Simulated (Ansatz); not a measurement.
# H₇NOSSi₂: up Jacob's ladder to CCSD(T)

The task here is to estimate one member of a computed series from the others.

Program: Ansatz 0.2.0, Gaussian basis. Level of theory: functionals in def2-TZVPP, the program's frozen cores in correlated methods. These are calculated values, not measurements.

Levels to be run: PBE-D4, r2SCAN-D4, PBE0-D4, B3LYP-D4, ωB97X-V, ωB97M-V, B2PLYP; CCSD(T)/def2-TZVPP; MP2/def2-QZVPP; extrapolation to the limit.

### The geometry

All runs share one geometry, relaxed beforehand with PBE0-D4 in a triple-zeta def2 set.

SMILES `N[SiH2][SiH](O)S`, 12 atoms, charge 0, spin multiplicity 1.

Atoms are counted from 1 here; the program's logs count them from 0.

Bond lengths: N1–Si2 1.732 Å, N1–H6 1.009 Å, N1–H7 1.008 Å, Si2–Si3 2.343 Å, Si2–H8 1.495 Å, Si2–H9 1.488 Å, Si3–O4 1.650 Å, Si3–S5 2.148 Å, Si3–H10 1.482 Å, O4–H11 0.961 Å, S5–H12 1.345 Å. Angles: Si2–N1–H6 118.3°, Si2–N1–H7 119.2°, H6–N1–H7 110.2°, N1–Si2–Si3 102.9°, N1–Si2–H8 116.2°, N1–Si2–H9 106.9°, Si3–Si2–H8 112.2°, Si3–Si2–H9 111.2°, H8–Si2–H9 107.4°, Si2–Si3–O4 109.5°, Si2–Si3–S5 103.0°, Si2–Si3–H10 117.6°, O4–Si3–S5 112.8°, O4–Si3–H10 104.5°, S5–Si3–H10 109.7°, Si3–O4–H11 115.1°, Si3–S5–H12 95.7°.

Set-up of the first run:

in.yaml reads:

```yaml
crystal:
  periodic: [false, false, false]
  atoms:
    - {symbol: N, position_ang: [-1.681793, -0.468401, 0.832344]}
    - {symbol: Si, position_ang: [-0.006794, -0.680183, 1.218840]}
    - {symbol: Si, position_ang: [1.077778, 0.176851, -0.673075]}
    - {symbol: O, position_ang: [0.484600, -0.555749, -2.026702]}
    - {symbol: S, position_ang: [0.613124, 2.272258, -0.589499]}
    - {symbol: H, position_ang: [-2.016612, 0.465834, 0.649562]}
    - {symbol: H, position_ang: [-2.375157, -0.992978, 1.343358]}
    - {symbol: H, position_ang: [0.466076, -0.033542, 2.480851]}
    - {symbol: H, position_ang: [0.225251, -2.143563, 1.354060]}
    - {symbol: H, position_ang: [2.545370, -0.006943, -0.765500]}
    - {symbol: H, position_ang: [-0.468428, -0.676488, -2.039867]}
    - {symbol: H, position_ang: [1.213489, 2.587904, -1.750475]}
basis:
  gaussian: {orbitals: def2-TZVPP}
hamiltonian: {xc: pbe, dispersion: d4}
output: {forces: true, orbitals: {seedname: orbitals}}
```

Started as:

```console
ansatz run in.yaml --threads 4 --pin off --events-out ev --progress --plain --max-ram 10444MiB
```

Among the steps run: PBE-D4 (GGA); r2SCAN-D4 (meta-GGA); PBE0-D4 (hybrid); B3LYP-D4 (hybrid); ωB97X-V (range-separated); ωB97M-V (range-separated); B2PLYP (double hybrid); CCSD(T) in def2-TZVPP; MP2 in def2-QZVPP.

One of the session's tables, all rows but one given; the rest of the session is left out.

```
            method  atomisation energy (kcal/mol)
            PBE-D4                          956.8
         r2SCAN-D4                              ?
           PBE0-D4                          941.8
          B3LYP-D4                          949.1
           ωB97X-V                          958.2
           ωB97M-V                          954.7
            B2PLYP                          935.5
     HF/def2-TZVPP                          670.1
    MP2/def2-TZVPP                          930.5
   CCSD/def2-TZVPP                          907.6
CCSD(T)/def2-TZVPP                          921.4
           MP2/CBS                          962.8
       CCSD(T)/CBS                          953.7
```

Estimate the missing values for r2SCAN-D4.

As computed: atomisation energy (kcal/mol): 949.3. In the column «atomisation energy (kcal/mol)» it lies between B3LYP-D4 (949.1) and CCSD(T)/CBS (953.7).
